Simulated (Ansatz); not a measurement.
**SiCNCl2F (SMILES N#C[Si](F)(Cl)Cl) at B3LYP/6-31G(d) (spherical functions)**

What is the vertical ionisation energy of SiCNCl2F at B3LYP/6-31G* (spherical functions)? 

Program for the calculation: Ansatz 0.2.0.

136 further runs of the same task are left out: 6 that didn't finish, 130 set aside as unsound or not needed. Runs told in other sessions of the task aren't counted.

**1. The molecule**

SiCNCl2F has 6 atoms, charge 0, and is taken as a singlet. As SMILES, `N#C[Si](F)(Cl)Cl`. Geometry: relaxed at PBE0-D4/def2-TZVP.

Bond lengths: N1–C2 1.151 Å, C2–Si3 1.830 Å, Si3–F4 1.572 Å, Si3–Cl5 2.006 Å, Si3–Cl6 2.006 Å. Angles: N1–C2–Si3 179.1°, C2–Si3–F4 107.4°, C2–Si3–Cl5 109.0°, C2–Si3–Cl6 109.0°, F4–Si3–Cl5 109.6°, F4–Si3–Cl6 109.6°, Cl5–Si3–Cl6 112.0°.

**2. A single-point energy at B3LYP/6-31G(d) (spherical functions)**

Input file input.yaml:

```yaml
crystal:
  periodic: [false, false, false]
  atoms:
    - {symbol: "N", position_ang: [1.752600, -1.361000, 1.114200]}
    - {symbol: C, position_ang: [0.923100, -0.763300, 0.585900]}
    - {symbol: Si, position_ang: [-0.381900, 0.210300, -0.249400]}
    - {symbol: F, position_ang: [-1.471500, -0.801900, -0.758800]}
    - {symbol: Cl, position_ang: [0.422900, 1.177100, -1.812500]}
    - {symbol: Cl, position_ang: [-1.203100, 1.474700, 1.074300]}
basis:
  gaussian: {orbitals: 6-31G_st_-spherical.json}
hamiltonian: {xc: {name: B3LYP}}
accuracy: high
output: {orbitals: {seedname: orbitals}}
```

The basis set 6-31G* is read from a file made from the Basis Set Exchange's data (not shown).

Command:

```sh
$ ansatz run input.yaml --threads 1 --pin off --max-ram 3480MiB --events-out events.jsonl --progress --plain --runs-dir runs
```

What it wrote:

```text
Warning: RAYON_NUM_THREADS=1 ignored (pool sized by the plan → 1); use --threads N
Functional definition: B3LYP
  name "B3LYP"
  parameter a0 = 0.2
  parameter ax = 0.72
  parameter ac = 0.81
  exchange = (1 - a0 - ax)*slater_x + ax*b88_x + a0*exact_x
  correlation = (1 - ac)*vwn_rpa_c + ac*lyp_c
2012 factors; integrals over basis functions are off by at most 7.3e-9 eV
mean field evaluation 1: about -38165.2268 eV, gradient 4.7e1 eV
mean field evaluation 2: about -38153.8005 eV, gradient 8.6e1 eV
mean field evaluation 4: about -38169.7444 eV, gradient 4.8e0 eV
mean field evaluation 8: about -38169.9716 eV, gradient 8.0e-1 eV
mean field evaluation 16: about -38169.9732 eV, gradient 2.4e-5 eV
mean field -38169.97319555 eV, -1402.7206423995 hartree, gradient 2.0e-8 eV, S^2 0.000000; 0 other end points of the search recorded, 0 dependent functions left out
reference -38169.97323370 eV, -1402.7206438015 hartree; 35, 35 occupied and 61, 61 virtual orbitals, 2012 factors
Total energy: -38169.97323370 eV, -1402.7206438015 hartree
```

Wall time 12 s (1 thread of Arm Neoverse V1, shared host); peak memory 0.36 GiB.

**3. The doublet cation, same level**

Changes to input.yaml since step 2:

```diff
@@ -11,4 +11,6 @@
   gaussian: {orbitals: 6-31G_st_-spherical.json}
+output: {orbitals: {seedname: orbitals}}
 hamiltonian: {xc: {name: B3LYP}}
 accuracy: high
-output: {orbitals: {seedname: orbitals}}
+magnetization: {spin_polarized: true, initial_magnetization: 1}
+total_charge: 1
```

The basis set 6-31G* is read from a file made from the Basis Set Exchange's data (not shown).

Command:

```sh
$ ansatz run input.yaml --threads 1 --pin off --max-ram 3480MiB --events-out events.jsonl --progress --plain --runs-dir runs
```

What it wrote, cut to the lines that bear on the results:

```text
Warning: RAYON_NUM_THREADS=1 ignored (pool sized by the plan → 1); use --threads N
[... 2 set-up lines as earlier in the session ...]
[...]
2011 factors; integrals over basis functions are off by at most 7.3e-9 eV
[...]
mean field -38157.87410186 eV, -1402.2760089072 hartree, gradient 8.3e-8 eV, S^2 0.755946; 9 other end points of the search recorded, 0 dependent functions left out
reference -38157.87414034 eV, -1402.2760103213 hartree; 35, 34 occupied and 61, 62 virtual orbitals, 2011 factors
Total energy: -38157.87414034 eV, -1402.2760103213 hartree
```

It took 60 s on 1 thread of Arm Neoverse V1, shared host; peak memory 0.65 GiB.

**4. Outcome**

Level: B3LYP/6-31G* (spherical functions).

```
                                          quantity           value
                    singlet SiCNCl2F: total energy  -1402.72064 Eh
                     singlet SiCNCl2F: HOMO energy        -9.80 eV
                     singlet SiCNCl2F: LUMO energy        -1.43 eV
                   singlet SiCNCl2F: HOMO–LUMO gap         8.37 eV
                      doublet cation: total energy  -1402.27601 Eh
doublet cation: HOMO energy (highest over α and β)       -15.68 eV
 doublet cation: LUMO energy (lowest over α and β)       -14.39 eV
                              doublet cation: ⟨S²⟩           0.756
vertical ionisation energy (to the doublet cation)       12.099 eV
```

What this shows: The vertical ionisation energy comes to 12.10 eV (279 kcal/mol). The negative HOMO energy of the first species, 9.80 eV, lies 2.30 eV below that difference.
